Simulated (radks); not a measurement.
# Nuclear size and the levels of Au⁺

An exercise on one series of results from a longer session: the logs are not shown, and one member is left open.

The numbers are computed with radks (a radial shooting solver on a logarithmic mesh, Libxc functionals) version 1 (Dirac Kohn-Sham, BLYP, spin-unpolarised, spherical densities, finite nucleus), except any that are marked as measured or tabulated.

### What is computed

| Item | Value |
| --- | --- |
| element | gold (Z = 79) |
| charge | +1 |
| electrons | 78 |
| configuration | [Xe] 4f14 5d10 |
| nuclear rms radius | 5.4371 fm |

The outer shells:

Au⁺
```
[Xe] core
4f [↑↓][↑↓][↑↓][↑↓][↑↓][↑↓][↑↓]
5d [↑↓][↑↓][↑↓][↑↓][↑↓]
```

The first run:

Settings of this run:

```text
Z 79
configuration [Xe] 4f14 5d10 6s0 6p0
relativity Dirac
functional b88,lyp
spin unpolarised
j_filling average
nucleus finite rms 5.4371 fm
c 137.035999084
```

The run is started by

```sh
python run_ks.py task.json out
```

All runs below come from this command, one after another.

Steps of the session up to this table: rms radius 5.4371 fm.

One table of the session follows, with a row left open; its other results are not shown here.

It belongs to the step «rms radius 5.4371 fm». From the orbitals of this run (lengths in bohr):

| level | <r> | outermost maximum (interpolated) | 90 % within | nodes |
| --- | --- | --- | --- | --- |
| 4f7/2 | 0.5024 | 0.378 | 0.807 | 0 |
| 5p1/2 | 1.004 | 0.897 | 1.46 | 3 |
| 5p3/2 | 1.104 | 0.978 | 1.61 | 3 |
| 5d3/2 | 1.541 | 1.19 | 2.41 | 2 |
| 5d5/2 | 1.613 | 1.23 | 2.54 | 2 |
| 6s1/2 | ? | ? | ? | ? |
| 6p1/2 | 3.393 | 2.81 | 5.08 | 4 |
| 6p3/2 | 3.760 | 3.15 | 5.61 | 4 |

**Question.** Estimate the row for 6s1/2.

As computed: <r>: 2.655; outermost maximum (interpolated): 2.25; 90 % within: 3.92; nodes: 5. In the column «<r>» it lies between 5d5/2 (1.613) and 6p1/2 (3.393).
